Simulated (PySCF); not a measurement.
# Bi, Bi+, Bi(2+), Bi(3+), Bi-: ionisation energies and electron affinity and excitation energies in def2-TZVPPD with ECP60, part 2 of 2

Each state of bismuth is computed at each level; their differences give the ionisation energy and electron affinity and excitation energy. How far do the methods differ?

PySCF 2.14.0; def2-TZVPPD with ECP60, a scalar-relativistic core potential. The scripts are equivalent inputs of a driver's runs.

## (10) Bi [Xe] 4f14 5d10 6s2 6p2 7s1: CCSD(T) (valence)

Level: CCSD(T) (valence).

input.py reads:

```python
from pyscf import gto, scf, dft, mp, cc
import basis_set_exchange as bse
txt = bse.get_basis("def2-TZVPPD", elements=["Bi"], fmt="nwchem", header=False)
cut = txt.index("\nECP")
mol = gto.M(atom="Bi 0 0 0", charge=0, spin=3, symmetry="D2h",
            basis=gto.basis.parse(txt[:cut]),
            ecp={"Bi": gto.basis.parse_ecp(txt[cut:])})
mf = scf.UHF(mol)
mf.irrep_nelec = {'Ag': (5, 4), 'B1g': (1, 1), 'B2g': (1, 1), 'B3g': (1, 1), 'B1u': (2, 1), 'B2u': (2, 1), 'B3u': (1, 1)}
mf.kernel()
mycc = cc.CCSD(mf, frozen=9).run()
mycc.ccsd_t()
```

The log of the run:

```text
CC2 = 0
CCSD nocc = (np.int64(4), np.int64(1)), nmo = (47, 47)
frozen orbitals [[0, 1, 2, 3, 4, 5, 6, 7, 8], [0, 1, 2, 3, 4, 5, 6, 7, 8]]
max_cycle = 100
direct = 0
conv_tol = 1e-08
conv_tol_normt = 1e-06
diis_space = 8
diis_start_cycle = 0
Init t2, MP2 energy = -0.0483833859868037
Init E_corr(UCCSD) = -0.048383385988088
cycle = 1  E_corr(UCCSD) = -0.0567561296331808  dE = -0.00837274365  norm(t1,t2) = 0.0394005
cycle = 2  E_corr(UCCSD) = -0.0586213818784518  dE = -0.00186525225  norm(t1,t2) = 0.0129091
cycle = 3  E_corr(UCCSD) = -0.0594652604095134  dE = -0.000843878531  norm(t1,t2) = 0.00572186
cycle = 4  E_corr(UCCSD) = -0.0594540762807992  dE = 1.11841287e-05  norm(t1,t2) = 0.00229343
cycle = 5  E_corr(UCCSD) = -0.0594763964735817  dE = -2.23201928e-05  norm(t1,t2) = 0.00129276
cycle = 6  E_corr(UCCSD) = -0.0594707684768118  dE = 5.62799677e-06  norm(t1,t2) = 0.000372023
cycle = 7  E_corr(UCCSD) = -0.0594722819471867  dE = -1.51347037e-06  norm(t1,t2) = 8.93059e-05
cycle = 8  E_corr(UCCSD) = -0.0594711258886597  dE = 1.15605853e-06  norm(t1,t2) = 3.35125e-05
cycle = 9  E_corr(UCCSD) = -0.0594721203791106  dE = -9.94490451e-07  norm(t1,t2) = 1.68192e-05
cycle = 10  E_corr(UCCSD) = -0.0594716547848973  dE = 4.65594213e-07  norm(t1,t2) = 6.87709e-06
cycle = 11  E_corr(UCCSD) = -0.0594716042212809  dE = 5.05636165e-08  norm(t1,t2) = 2.7121e-06
cycle = 12  E_corr(UCCSD) = -0.0594716459870428  dE = -4.17657619e-08  norm(t1,t2) = 1.10678e-06
cycle = 13  E_corr(UCCSD) = -0.0594716451795267  dE = 8.07516123e-10  norm(t1,t2) = 2.88186e-07
UCCSD converged
E(UCCSD) = -213.4557161320128  E_corr = -0.05947164517952668
UCCSD(T) correction = -0.00168894247265487
```

CPU time 1.2 s on a shared host, the integrals not counted.

CCSD correlation -0.05947 hartree, triples -0.00169; total -213.457405. T1 = 0.008, largest double amplitude 0.065.

Spin-orbit coupling is strong in this species (close to jj coupling), so the high-spin LS determinant is a model state, not a physical level.

## (11) Bi+ [Xe] 4f14 5d10 6s1 6p2 6d1, at CCSD(T) (valence)

Level: CCSD(T) (valence).

input.py reads:

```python
from pyscf import gto, scf, dft, mp, cc
import basis_set_exchange as bse
txt = bse.get_basis("def2-TZVPPD", elements=["Bi"], fmt="nwchem", header=False)
cut = txt.index("\nECP")
mol = gto.M(atom="Bi 0 0 0", charge=1, spin=4, symmetry="D2h",
            basis=gto.basis.parse(txt[:cut]),
            ecp={"Bi": gto.basis.parse_ecp(txt[cut:])})
mf = scf.UHF(mol)
mf.irrep_nelec = {'Ag': (5, 3), 'B1g': (1, 1), 'B2g': (1, 1), 'B3g': (1, 1), 'B1u': (1, 1), 'B2u': (2, 1), 'B3u': (2, 1)}
mf.kernel()
mycc = cc.CCSD(mf, frozen=9).run()
mycc.ccsd_t()
```

The log of the run:

```text
CC2 = 0
CCSD nocc = (np.int64(4), np.int64(0)), nmo = (47, 47)
frozen orbitals [[0, 1, 2, 3, 4, 5, 6, 7, 8], [0, 1, 2, 3, 4, 5, 6, 7, 8]]
max_cycle = 100
direct = 0
conv_tol = 1e-08
conv_tol_normt = 1e-06
diis_space = 8
diis_start_cycle = 0
Init t2, MP2 energy = -0.0126776658776031
Init E_corr(UCCSD) = -0.0126776659945558
cycle = 1  E_corr(UCCSD) = -0.0162447457571618  dE = -0.00356707976  norm(t1,t2) = 0.0413072
cycle = 2  E_corr(UCCSD) = -0.0176009524119172  dE = -0.00135620665  norm(t1,t2) = 0.0306151
cycle = 3  E_corr(UCCSD) = -0.0192911161581291  dE = -0.00169016375  norm(t1,t2) = 0.027626
cycle = 4  E_corr(UCCSD) = -0.0193471717024223  dE = -5.60555443e-05  norm(t1,t2) = 0.026298
cycle = 5  E_corr(UCCSD) = -0.0202392195661769  dE = -0.000892047864  norm(t1,t2) = 0.0266798
cycle = 6  E_corr(UCCSD) = -0.0237866663435352  dE = -0.00354744678  norm(t1,t2) = 0.0208784
cycle = 7  E_corr(UCCSD) = -0.0237030625703585  dE = 8.36037732e-05  norm(t1,t2) = 0.00942513
cycle = 8  E_corr(UCCSD) = -0.0252506196032839  dE = -0.00154755703  norm(t1,t2) = 0.00493572
cycle = 9  E_corr(UCCSD) = -0.0246119964379278  dE = 0.000638623165  norm(t1,t2) = 0.00254941
cycle = 10  E_corr(UCCSD) = -0.0247611782004375  dE = -0.000149181763  norm(t1,t2) = 0.000668011
cycle = 11  E_corr(UCCSD) = -0.0247388122169303  dE = 2.23659835e-05  norm(t1,t2) = 9.39561e-05
cycle = 12  E_corr(UCCSD) = -0.0247425766806026  dE = -3.76446367e-06  norm(t1,t2) = 1.74936e-05
cycle = 13  E_corr(UCCSD) = -0.0247423453946176  dE = 2.31285985e-07  norm(t1,t2) = 1.48842e-06
cycle = 14  E_corr(UCCSD) = -0.0247423672665996  dE = -2.1871982e-08  norm(t1,t2) = 1.77327e-07
cycle = 15  E_corr(UCCSD) = -0.0247423687203239  dE = -1.45372436e-09  norm(t1,t2) = 1.50374e-08
UCCSD converged
E(UCCSD) = -212.7128418346479  E_corr = -0.02474236872032395
UCCSD(T) correction = -0.00248649895602623
```

CPU time 0.72 s on a shared host, the integrals not counted.

CCSD correlation -0.02474 hartree, triples -0.00249; total -212.715328. T1 = 0.025, largest double amplitude 0.376.

The real determinant used has ⟨L²⟩ near 8 against 12 for a pure F term, so it mixes terms. Spin-orbit coupling is strong in this species (close to jj coupling), so the high-spin LS determinant is a model state, not a physical level. A double-excitation amplitude exceeds 0.15, a sign of near-degeneracy.

## (12) Bi+ [Xe] 4f14 5d10 6s1 6p3: CCSD(T) (valence)

Level: CCSD(T) (valence).

input.py, as its differences from that of step 11:

```diff
@@ -8,3 +8,3 @@
 mf = scf.UHF(mol)
-mf.irrep_nelec = {'Ag': (5, 3), 'B1g': (1, 1), 'B2g': (1, 1), 'B3g': (1, 1), 'B1u': (1, 1), 'B2u': (2, 1), 'B3u': (2, 1)}
+mf.irrep_nelec = {'Ag': (4, 3), 'B1g': (1, 1), 'B2g': (1, 1), 'B3g': (1, 1), 'B1u': (2, 1), 'B2u': (2, 1), 'B3u': (2, 1)}
 mf.kernel()
```

The log of the run:

```text
CC2 = 0
CCSD nocc = (np.int64(4), np.int64(0)), nmo = (47, 47)
frozen orbitals [[0, 1, 2, 3, 4, 5, 6, 7, 8], [0, 1, 2, 3, 4, 5, 6, 7, 8]]
max_cycle = 100
direct = 0
conv_tol = 1e-08
conv_tol_normt = 1e-06
diis_space = 8
diis_start_cycle = 0
Init t2, MP2 energy = -0.0138937096579542
Init E_corr(UCCSD) = -0.0138937096619526
cycle = 1  E_corr(UCCSD) = -0.0170822665005982  dE = -0.00318855684  norm(t1,t2) = 0.0216492
cycle = 2  E_corr(UCCSD) = -0.0178794920556289  dE = -0.000797225555  norm(t1,t2) = 0.00614085
cycle = 3  E_corr(UCCSD) = -0.0181831686668938  dE = -0.000303676611  norm(t1,t2) = 0.00186385
cycle = 4  E_corr(UCCSD) = -0.0181785601363225  dE = 4.60853057e-06  norm(t1,t2) = 0.000136087
cycle = 5  E_corr(UCCSD) = -0.0181786898874408  dE = -1.29751118e-07  norm(t1,t2) = 1.15276e-05
cycle = 6  E_corr(UCCSD) = -0.0181786555306609  dE = 3.43567799e-08  norm(t1,t2) = 1.25447e-06
cycle = 7  E_corr(UCCSD) = -0.0181786665550502  dE = -1.10243893e-08  norm(t1,t2) = 1.2367e-07
cycle = 8  E_corr(UCCSD) = -0.0181786653464715  dE = 1.20857867e-09  norm(t1,t2) = 1.54422e-08
UCCSD converged
E(UCCSD) = -213.0808917526676  E_corr = -0.01817866534647148
UCCSD(T) correction = -0.00018300743466739
```

It used 0.57 s of CPU time after the integrals (shared host).

CCSD correlation -0.01818 hartree, triples -0.00018; total -213.081075. T1 = 0.002, largest double amplitude 0.024.

Spin-orbit coupling is strong in this species (close to jj coupling), so the high-spin LS determinant is a model state, not a physical level.

## (13) The energy differences

Ionisation energy: Bi [Xe] 4f14 5d10 6s2 6p3 (4S) → Bi+ [Xe] 4f14 5d10 6s2 6p2 (3P).

```tsv
method	value (eV)	less the reference (eV)
UHF	8.213	+0.928
MP2 (valence)	8.553	+1.268
SCS-MP2 (valence)	8.442	+1.156
CCSD (valence)	8.562	+1.276
CCSD(T) (valence)	8.583	+1.298
```

Reference: 7.286 eV (measured; NIST Atomic Spectra Database, ionization energies). Spin-orbit coupling is strong in these open shells (close to jj coupling). The scalar numbers leave it out, so it can dominate the gap to the real levels. Errors of the correlated levels include the incompleteness of this basis.

Ionisation energy: Bi+ [Xe] 4f14 5d10 6s2 6p2 (3P) → Bi(2+) [Xe] 4f14 5d10 6s2 6p1 (2P).

```tsv
method	value (eV)	less the reference (eV)
UHF	15.308	-1.395
MP2 (valence)	15.576	-1.127
SCS-MP2 (valence)	15.517	-1.186
CCSD (valence)	15.612	-1.091
CCSD(T) (valence)	15.627	-1.076
```

Reference: 16.703 eV (measured; NIST Atomic Spectra Database, ionization energies). Spin-orbit coupling is strong in these open shells (close to jj coupling). The scalar numbers leave it out, so it can dominate the gap to the real levels. Errors of the correlated levels include the incompleteness of this basis.

Ionisation energy: Bi(2+) [Xe] 4f14 5d10 6s2 6p1 (2P) → Bi(3+) [Xe] 4f14 5d10 6s2 (1S).

```tsv
method	value (eV)	less the reference (eV)
UHF	23.041	-2.530
MP2 (valence)	23.233	-2.338
SCS-MP2 (valence)	23.221	-2.349
CCSD (valence)	23.287	-2.283
CCSD(T) (valence)	23.297	-2.274
CCSDT (valence)	23.300	-2.271
```

Reference: 25.571 eV (measured; NIST Atomic Spectra Database, ionization energies). The reference lies between the lowest fine-structure levels, while these numbers refer to the centres of the terms. Errors of the correlated levels include the incompleteness of this basis.

## (14) The energy differences, continued

Electron affinity: Bi- [Xe] 4f14 5d10 6s2 6p4 (3P) → Bi [Xe] 4f14 5d10 6s2 6p3 (4S).

```tsv
method	value (eV)	less the reference (eV)
UHF	-0.3170	-1.2593
MP2 (valence)	0.3090	-0.6334
SCS-MP2 (valence)	0.3602	-0.5821
CCSD (valence)	0.4173	-0.5250
CCSD(T) (valence)	0.4559	-0.4865
```

Reference: 0.942 eV (measured; CRC Handbook (2014) and Andersen, Phys. Rep. 394, 157 (2004), with later updates, as tabulated in the mendeleev Python package). Spin-orbit coupling is strong in these open shells (close to jj coupling). The scalar numbers leave it out, so it can dominate the gap to the real levels. Errors of the correlated levels include the incompleteness of this basis.

Excitation energy: Bi [Xe] 4f14 5d10 6s2 6p3 (4S) → Bi [Xe] 4f14 5d10 6s2 6p2 6d1 (high-spin determinant).

```tsv
method	value (eV)	less CCSD(T) (valence) (eV)
UHF	7.117	-0.045
MP2 (valence)	7.264	+0.102
SCS-MP2 (valence)	7.214	+0.051
CCSD (valence)	7.179	+0.017
CCSD(T) (valence)	7.162	+0.000
```

Spin-orbit coupling is strong in these open shells (close to jj coupling). The scalar numbers leave it out, so it can dominate the gap to the real levels. The coupled-cluster amplitudes are large for Bi, so a single reference is strained.

Excitation energy: Bi [Xe] 4f14 5d10 6s2 6p3 (4S) → Bi [Xe] 4f14 5d10 6s1 6p3 6d1 (6D).

```tsv
method	value (eV)	less CCSD(T) (valence) (eV)
UHF	13.010	-1.087
MP2 (valence)	13.923	-0.174
SCS-MP2 (valence)	14.170	+0.074
CCSD (valence)	14.057	-0.039
CCSD(T) (valence)	14.096	+0.000
```

Spin-orbit coupling is strong in these open shells (close to jj coupling). The scalar numbers leave it out, so it can dominate the gap to the real levels.

## (15) Differences of total energies, continued

Excitation energy: Bi [Xe] 4f14 5d10 6s2 6p3 (4S) → Bi [Xe] 4f14 5d10 6s1 6p3 7s1 (6S).

```tsv
method	value (eV)	less CCSD(T) (valence) (eV)
UHF	11.441	-0.906
MP2 (valence)	12.213	-0.135
SCS-MP2 (valence)	12.554	+0.207
CCSD (valence)	12.316	-0.032
CCSD(T) (valence)	12.347	+0.000
```

Spin-orbit coupling is strong in these open shells (close to jj coupling). The scalar numbers leave it out, so it can dominate the gap to the real levels.

Excitation energy: Bi [Xe] 4f14 5d10 6s2 6p3 (4S) → Bi [Xe] 4f14 5d10 6s2 6p2 7s1 (4P).

```tsv
method	value (eV)	less CCSD(T) (valence) (eV)
UHF	5.376	-0.045
MP2 (valence)	5.442	+0.021
SCS-MP2 (valence)	5.430	+0.009
CCSD (valence)	5.420	-0.001
CCSD(T) (valence)	5.421	+0.000
```

Spin-orbit coupling is strong in these open shells (close to jj coupling). The scalar numbers leave it out, so it can dominate the gap to the real levels.

Excitation energy: Bi+ [Xe] 4f14 5d10 6s2 6p2 (3P) → Bi+ [Xe] 4f14 5d10 6s1 6p2 6d1 (high-spin determinant).

```tsv
method	value (eV)	less CCSD(T) (valence) (eV)
UHF	16.432	-0.598
MP2 (valence)	17.129	+0.099
SCS-MP2 (valence)	17.406	+0.375
CCSD (valence)	17.073	+0.043
CCSD(T) (valence)	17.031	+0.000
```

Spin-orbit coupling is strong in these open shells (close to jj coupling). The scalar numbers leave it out, so it can dominate the gap to the real levels. The coupled-cluster amplitudes are large for Bi+, so a single reference is strained.

## (16) Differences of total energies, continued

Excitation energy: Bi+ [Xe] 4f14 5d10 6s2 6p2 (3P) → Bi+ [Xe] 4f14 5d10 6s1 6p3 (5S).

```tsv
method	value (eV)	less CCSD(T) (valence) (eV)
UHF	6.238	-0.840
MP2 (valence)	6.903	-0.175
SCS-MP2 (valence)	7.201	+0.123
CCSD (valence)	7.058	-0.020
CCSD(T) (valence)	7.078	+0.000
```

Spin-orbit coupling is strong in these open shells (close to jj coupling). The scalar numbers leave it out, so it can dominate the gap to the real levels.

The runs at UHF, MP2 (valence) are not shown; their differences are listed all the same.

## (17) Results

The summary covers parts 1 to 2.

| quantity | value |
| --- | --- |
| ionisation energy, Bi | UHF 8.213, CCSD(T) (valence) 8.583 eV; reference 7.286 |
| ionisation energy, Bi+ | UHF 15.308, CCSD(T) (valence) 15.627 eV; reference 16.703 |
| ionisation energy, Bi(2+) | UHF 23.041, CCSDT (valence) 23.300 eV; reference 25.571 |
| electron affinity, Bi | UHF -0.317, CCSD(T) (valence) 0.456 eV; reference 0.942 |
| excitation energy, Bi → [Xe] 4f14 5d10 6s2 6p2 6d1 | UHF 7.117, CCSD(T) (valence) 7.162 eV |
| excitation energy, Bi → [Xe] 4f14 5d10 6s1 6p3 6d1 | UHF 13.010, CCSD(T) (valence) 14.096 eV |

Accuracy by level (over 9 differences):

```tsv
method	mean absolute miss against CCSD(T) (valence) (eV)
UHF	0.554
MP2 (valence)	0.104
SCS-MP2 (valence)	0.132
CCSD (valence)	0.025
CCSD(T) (valence)	0.000
```

What this shows: For the first difference the methods span 0.370 eV, from UHF (8.213) to CCSD(T) (valence) (8.583). The reference is uncertain or not like for like (spin-orbit coupling or other relativistic terms), so no ranking of close methods is drawn. The basis is finite, and no extrapolation was made.
